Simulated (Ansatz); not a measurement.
# B2ClH5Si: two geometries relaxed

Are the two ends of the shift of H8 from Si2 to B3 separate minima, and which lies lower? Each is relaxed from a guess. SMILES of the start: B[SiH2]BCl.

All numbers below are computed with Ansatz 0.2.0 (RKS B3LYP-D4/def2-SVP).

### Step 1. The starting structure

Bond lengths: B1–Si2 1.954 Å, Si2–B3 1.985 Å, B3–Cl4 1.696 Å, B1–H5 1.169 Å, B1–H6 1.170 Å, Si2–H7 1.478 Å, Si2–H8 1.478 Å, B3–H9 1.177 Å. Angles: B1–Si2–B3 106.0°, B1–Si2–H7 114.0°, B1–Si2–H8 114.4°, B3–Si2–H7 110.4°, B3–Si2–H8 109.8°, H7–Si2–H8 102.3°, Si2–B1–H5 121.4°, Si2–B1–H6 121.5°, H5–B1–H6 116.9°, Si2–B3–Cl4 120.5°, Si2–B3–H9 123.5°, Cl4–B3–H9 115.8°.

As a file:

```xyz
9

B    -0.1095    1.5364   -0.5981
Si    0.6879    0.0480    0.3847
B    -0.4901   -1.5162    0.0591
Cl   -1.9060   -1.7326    0.9682
H    -0.9216    2.2225   -0.1109
H     0.1412    1.7307   -1.7241
H     0.8300    0.2915    1.8354
H     2.0725   -0.2766   -0.0181
H    -0.3044   -2.3038   -0.7962
```

### Step 2. End point A

File input.yaml:

```yaml
crystal:
  periodic: [false, false, false]
  atoms:
    - { symbol: B, position_ang: [-0.10953, 1.53644, -0.5981] }
    - { symbol: Si, position_ang: [0.68786, 0.04797, 0.38475] }
    - { symbol: B, position_ang: [-0.49015, -1.51615, 0.05913] }
    - { symbol: Cl, position_ang: [-1.90595, -1.73263, 0.96823] }
    - { symbol: H, position_ang: [-0.92164, 2.22254, -0.11091] }
    - { symbol: H, position_ang: [0.14124, 1.7307, -1.72411] }
    - { symbol: H, position_ang: [0.83005, 0.29151, 1.83535] }
    - { symbol: H, position_ang: [2.07248, -0.27659, -0.01814] }
    - { symbol: H, position_ang: [-0.30436, -2.30379, -0.79621] }
basis:
  gaussian: { orbitals: def2-SVP }
hamiltonian:
  xc: b3lyp
  dispersion: d4
relax:
  f_tol: 0.02
  max_steps: 50
```

Launch:

```
$ ansatz run input.yaml --threads 2 --pin off --max-ram 3072MiB --backend cpu --events-out ev --progress --plain --runs-dir out
```

Output (excerpt; [...] marks lines left out):

```text
Warning: RAYON_NUM_THREADS=2 ignored (pool sized by the plan → 2); use --threads N
[...]
Functional definition: B3LYP
[...]
946 factors; integrals over basis functions are off by at most 6.1e-4 eV
[...]
mean field -21827.17532800 eV, -802.1338983133 hartree, gradient 1.8e-5 eV, S^2 0.000000; 0 other end points of the search recorded, 0 dependent functions left out
[...]
reference -21827.17559367 eV, -802.1339080764 hartree; 23, 23 occupied and 66, 66 virtual orbitals, 946 factors
relax step   1: F+E_penalty+E_count = -21827.48301410 eV  Δ(F+E_penalty+E_count) = +0.000e0 eV  max|allowed force component| = 1.311e0 eV/Å  Δτ_max = 0.0000 Å  (25 SCF iters, accepted)
[...]
relax step   7: F+E_penalty+E_count = -21827.64201229 eV  Δ(F+E_penalty+E_count) = +3.061e-3 eV  max|allowed force component| = 1.204e-1 eV/Å  Δτ_max = 0.0389 Å  (29 SCF iters, rejected (line search))
[...]
relax step   8: F+E_penalty+E_count = -21827.64536249 eV  Δ(F+E_penalty+E_count) = -2.889e-4 eV  max|allowed force component| = 9.853e-3 eV/Å  Δτ_max = 0.0194 Å  (30 SCF iters, accepted)
946 factors; integrals over basis functions are off by at most 7.0e-4 eV
[...]
mean field -21827.34015387 eV, -802.1399555523 hartree, gradient 1.8e-5 eV, S^2 0.000000; 1 other end points of the search recorded, 0 dependent functions left out
[...]
reference -21827.34042222 eV, -802.1399654138 hartree; 23, 23 occupied and 66, 66 virtual orbitals, 946 factors
Total energy: -21827.64563084 eV, -802.1511816238 hartree
Atom 0 at    -0.122228     1.533948    -0.594000 Å, force    -0.009853    -0.003395     0.002529 eV/Å
Atom 1 at     0.767074     0.037818     0.415947 Å, force     0.005380     0.000112     0.001320 eV/Å
Atom 2 at    -0.481585    -1.521653     0.053678 Å, force     0.002650    -0.004113    -0.004100 eV/Å
Atom 3 at    -1.996076    -1.649192     0.930590 Å, force    -0.002199    -0.000194     0.002367 eV/Å
Atom 4 at    -0.977933     2.201037    -0.067693 Å, force     0.003738     0.000257    -0.003820 eV/Å
Atom 5 at     0.121118     1.734748    -1.758075 Å, force     0.001486     0.000935     0.002831 eV/Å
Atom 6 at     0.824474     0.296045     1.888293 Å, force    -0.001204     0.001893    -0.003838 eV/Å
Atom 7 at     2.141764    -0.270085    -0.084934 Å, force     0.001576    -0.001910     0.001666 eV/Å
Atom 8 at    -0.276608    -2.362665    -0.783817 Å, force    -0.001574     0.006416     0.001046 eV/Å
Dipole moment:     0.024146     0.017602    -0.051393 e Å
```

Run time: 18 s. Hardware: 2 threads of Intel Xeon Platinum 8488C (Sapphire Rapids), shared host; peak memory 0.19 GiB.

Relaxation path:

```tsv
step	energy from step 1 (eV)	largest force component (eV/Å)
1	0.0000	1.3110
2	-0.1323	0.6356
3	-0.1327	0.4616
4	-0.1473	0.3314
5	-0.1619	0.0281
6	-0.1621	0.0248
7x	-0.1590	0.1204
8	-0.1623	0.0099
```

Step 1 is the start. 1 step was tried and not accepted (marked x).

After: Bond lengths: B1–Si2 2.012 Å, Si2–B3 2.030 Å, B3–Cl4 1.755 Å, B1–H5 1.206 Å, B1–H6 1.206 Å, Si2–H7 1.496 Å, Si2–H8 1.495 Å, B3–H9 1.204 Å. Angles: B1–Si2–B3 102.1°, B1–Si2–H7 112.5°, B1–Si2–H8 113.0°, B3–Si2–H7 109.4°, B3–Si2–H8 110.3°, H7–Si2–H8 109.3°, Si2–B1–H5 120.4°, Si2–B1–H6 121.3°, H5–B1–H6 118.2°, Si2–B3–Cl4 119.8°, Si2–B3–H9 123.8°, Cl4–B3–H9 116.3°.

### Step 3. Relaxing end B

The second end starts from a geometry with the move made by hand.

input.yaml, as its differences from that of step 2:

```diff
@@ -10,3 +10,3 @@
     - { symbol: H, position_ang: [0.83005, 0.29151, 1.83535] }
-    - { symbol: H, position_ang: [2.07248, -0.27659, -0.01814] }
+    - { symbol: H, position_ang: [0.62895, -1.26413, 0.28934] }
     - { symbol: H, position_ang: [-0.30436, -2.30379, -0.79621] }
```

Launch:

```
$ ansatz run input.yaml --threads 2 --pin off --max-ram 3072MiB --backend cpu --events-out ev --progress --plain --runs-dir out
```

Output (excerpt; [...] marks lines left out):

```text
Warning: RAYON_NUM_THREADS=2 ignored (pool sized by the plan → 2); use --threads N
[...]
[... 1 set-up line as earlier in the session ...]
[...]
942 factors; integrals over basis functions are off by at most 4.5e-4 eV
[...]
mean field -21824.01395727 eV, -802.0177200817 hartree, gradient 2.0e-5 eV, S^2 0.000000; 0 other end points of the search recorded, 0 dependent functions left out
[...]
reference -21824.01421254 eV, -802.0177294626 hartree; 23, 23 occupied and 66, 66 virtual orbitals, 942 factors
relax step   1: F+E_penalty+E_count = -21824.32501184 eV  Δ(F+E_penalty+E_count) = +0.000e0 eV  max|allowed force component| = 6.600e0 eV/Å  Δτ_max = 0.0000 Å  (27 SCF iters, accepted)
[...]
relax step   5: F+E_penalty+E_count = -21826.87215998 eV  Δ(F+E_penalty+E_count) = -1.441e-1 eV  max|allowed force component| = 4.958e-1 eV/Å  Δτ_max = 0.1981 Å  (29 SCF iters, accepted)
[...]
relax step   9: F+E_penalty+E_count = -21827.45283216 eV  Δ(F+E_penalty+E_count) = -1.629e-1 eV  max|allowed force component| = 2.783e-1 eV/Å  Δτ_max = 0.1972 Å  (29 SCF iters, accepted)
[...]
relax step  13: F+E_penalty+E_count = -21827.60726000 eV  Δ(F+E_penalty+E_count) = -1.400e-2 eV  max|allowed force component| = 2.097e-1 eV/Å  Δτ_max = 0.2000 Å  (29 SCF iters, accepted)
[...]
relax step  16: F+E_penalty+E_count = -21827.62620360 eV  Δ(F+E_penalty+E_count) = -3.003e-3 eV  max|allowed force component| = 2.683e-1 eV/Å  Δτ_max = 0.0820 Å  (29 SCF iters, accepted)
[...]
relax step  17: F+E_penalty+E_count = -21827.63027248 eV  Δ(F+E_penalty+E_count) = -4.069e-3 eV  max|allowed force component| = 1.694e-1 eV/Å  Δτ_max = 0.0701 Å  (28 SCF iters, accepted)
[...]
942 factors; integrals over basis functions are off by at most 6.0e-4 eV
mean field -21827.33324984 eV, -802.1397018337 hartree, gradient 1.0e-5 eV, S^2 0.000000; 0 other end points of the search recorded, 0 dependent functions left out
[...]
reference -21827.33351794 eV, -802.1397116864 hartree; 23, 23 occupied and 66, 66 virtual orbitals, 942 factors
```

### Step 4. More of the same log: end point B relaxed

The log, continued (excerpt; [...] marks lines left out):

```text
relax step  18: F+E_penalty+E_count = -21827.63124880 eV  Δ(F+E_penalty+E_count) = -9.763e-4 eV  max|allowed force component| = 3.453e-1 eV/Å  Δτ_max = 0.1952 Å  (29 SCF iters, accepted)
[...]
relax step  21: F+E_penalty+E_count = -21827.64005733 eV  Δ(F+E_penalty+E_count) = -2.215e-3 eV  max|allowed force component| = 2.051e-2 eV/Å  Δτ_max = 0.0762 Å  (29 SCF iters, accepted)
[...]
relax step  24: F+E_penalty+E_count = -21827.64350042 eV  Δ(F+E_penalty+E_count) = -2.340e-3 eV  max|allowed force component| = 2.296e-2 eV/Å  Δτ_max = 0.0370 Å  (28 SCF iters, accepted)
[...]
relax step  27: F+E_penalty+E_count = -21827.64514755 eV  Δ(F+E_penalty+E_count) = -8.512e-4 eV  max|allowed force component| = 2.368e-2 eV/Å  Δτ_max = 0.0360 Å  (28 SCF iters, accepted)
[...]
Total energy: -21827.64572348 eV, -802.1511850284 hartree
Atom 0 at    -0.089769     1.420859    -0.569411 Å, force     0.003940     0.002936    -0.004317 eV/Å
Atom 1 at     0.595583    -0.157786     0.473140 Å, force     0.001045     0.003033     0.000041 eV/Å
Atom 2 at    -0.821414    -1.556181     0.078497 Å, force    -0.004608    -0.001954     0.009663 eV/Å
Atom 3 at    -2.322340    -1.568529     0.987625 Å, force     0.008026     0.000247    -0.007392 eV/Å
Atom 4 at    -0.858707     2.201481    -0.066487 Å, force    -0.002270     0.000551     0.001874 eV/Å
Atom 5 at     0.189090     1.567245    -1.733692 Å, force    -0.000403    -0.001376     0.002460 eV/Å
Atom 6 at     0.655168     0.104826     1.944005 Å, force     0.000336    -0.001661    -0.001775 eV/Å
Atom 7 at     1.932735    -0.630853    -0.001257 Å, force    -0.003320     0.000368     0.000677 eV/Å
Atom 8 at    -0.723876    -2.368604    -0.804949 Å, force    -0.002745    -0.002144    -0.001231 eV/Å
Dipole moment:     0.027428     0.016707    -0.052617 e Å
```

Wall time 69 s (2 threads of Intel Xeon Platinum 8488C (Sapphire Rapids), shared host); peak memory 0.19 GiB.

Step by step, one in 2:

```tsv
step	energy from step 1 (eV)	largest force component (eV/Å)
1	0.0000	6.6000
3	-2.1816	0.8492
5	-2.5471	0.4958
7	-2.7886	0.9386
9	-3.1278	0.2783
11	-3.2672	0.3427
13	-3.2822	0.2097
15	-3.2982	0.2554
17	-3.3053	0.1694
19x	-3.3047	0.2826
21	-3.3150	0.0205
23x	-3.3106	0.2957
25	-3.3192	0.0102
27	-3.3201	0.0237
29	-3.3204	0.0035
30	-3.3204	0.0097
```

Step 1 is the start. 2 steps were tried and not accepted (marked x).

After: Bond lengths: B1–Si2 2.012 Å, Si2–B3 2.030 Å, B3–Cl4 1.755 Å, B1–H5 1.206 Å, B1–H6 1.206 Å, Si2–H7 1.495 Å, Si2–H8 1.496 Å, B3–H9 1.204 Å. Angles: B1–Si2–B3 101.7°, B1–Si2–H7 112.7°, B1–Si2–H8 112.9°, B3–Si2–H7 109.9°, B3–Si2–H8 110.2°, H7–Si2–H8 109.4°, Si2–B1–H5 120.6°, Si2–B1–H6 121.1°, H5–B1–H6 118.1°, Si2–B3–Cl4 120.1°, Si2–B3–H9 123.4°, Cl4–B3–H9 116.4°.

Pairs that crossed the distance rule for bonds on the way: moved apart B3–H8.

### Step 5. What came out

| quantity | value |
| --- | --- |
| end A | 6 moves, 0.162 eV lower |
| end B | 27 moves, 3.320 eV lower |
| largest difference between the ends | 0.08 Å |
| end B relative to end A | -0.000 eV |

Both starts fell into the same minimum (no atom differs by more than 0.08 Å), so from this start no second minimum was found and no band was run; another arrangement could still be one.
